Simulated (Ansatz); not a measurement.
## RbLuSe₂, space group R-3m: a single point from a YAML input, step by step

Computed with Ansatz's Python interface.

Contents of `rbluse2.yaml`:
```yaml
crystal:
  lattice:
    - [2.0647, 1.192055, 7.871333]
    - [-2.0647, 1.192055, 7.871333]
    - [0.0, -2.38411, 7.871333]
  atoms:
    - { symbol: Rb, position: [0.0, 0.0, 0.0] }
    - { symbol: Lu, position: [0.5, 0.5, 0.5] }
    - { symbol: Se, position: [0.23179, 0.23179, 0.23179] }
    - { symbol: Se, position: [0.76821, 0.76821, 0.76821] }
kpoints:
  mp_grid: { kspacing: 0.4 }
hamiltonian:
  xc: r2scan
scf:
  occupations: { method: fixed }
basis:
  ecutwfc: "500 eV"
output:
  stress: true
  eigenvalues: true
accuracy: high
```

The cells in order, each with its output:

In [1]:
```python
from collections import Counter
import json
import warnings

import ansatz as az
import numpy as np
```

In [2]:
```python
warnings.simplefilter("ignore", az.DeckWarning)
```

In [3]:
```python
outcome = az.Session.from_deck("rbluse2.yaml").plan(threads=1).execute()
data = outcome.report
```

In [4]:
```python
data["n_kpoints"], data["n_symmetry_ops"], data["n_pw"]
```
Out [4]:
```text
(19, 12, 2963)
```

In [5]:
```python
for key in ("converged", "n_iterations", "n_electrons", "n_kpoints", "n_pw", "n_symmetry_ops", "free_energy_ev", "fermi_energy_ev"):
    print(f"{key:18s} {data[key]}")
```
```text
converged          True
n_iterations       11
n_electrons        66.0
n_kpoints          19
n_pw               2963
n_symmetry_ops     12
free_energy_ev     -28985.799875208682
fermi_energy_ev    7.693374801462079
```

In [6]:
```python
# pressure is a third of the trace
stress = np.array(data["stress_gpa"])
print(f"pressure {np.trace(stress) / 3:.3f} GPa")
print("stress tensor, GPa, positive in compression")
np.round(stress, 3) + 0.0
```
```text
pressure 0.399 GPa
stress tensor, GPa, positive in compression
```
Out [6]:
```text
array([[0.347, 0.   , 0.   ],
       [0.   , 0.347, 0.   ],
       [0.   , 0.   , 0.504]])
```

In [7]:
```python
keep = ["free_energy_ev", "energy_sigma0_ev", "fermi_energy_ev", "n_iterations", "converged", "magnetization_mub", "n_kpoints"]
with open("rbluse2.json", "w") as handle:
    json.dump({key: data[key] for key in keep}, handle, indent=1)
```

In [8]:
```python
told = Counter((n["data"]["severity"], n["data"]["kind"]) for n in outcome.notices if n["event"] == "notice")
for (severity, kind), count in sorted(told.items()):
    print(f"{severity:8s} {kind} x{count}")
```
```text
audit    band_cg_iterations x1
audit    loop_bands_changed x2
audit    preconditioner_resolved x1
```

It writes `rbluse2.json`:
```json
{
 "free_energy_ev": -28985.799875208682,
 "energy_sigma0_ev": -28985.799875208682,
 "fermi_energy_ev": 7.693374801462079,
 "n_iterations": 11,
 "converged": true,
 "magnetization_mub": 0.0,
 "n_kpoints": 19
}
```

Reading the output:
- These settings explore the input space; cutoff and mesh may be short of convergence.
- An absolute Fermi energy rests on an arbitrary zero of the periodic potential and has no direct meaning.
- The structure is a deposited one; some such entries were measured under pressure or heat, so a shift against it needn't be the functional's error alone.
- Timing: 20 s on 1 thread of Arm Neoverse V2 (shared host), peak memory 1.3 GiB.

(Lines on the test bed's own set-up are left out of the output.)
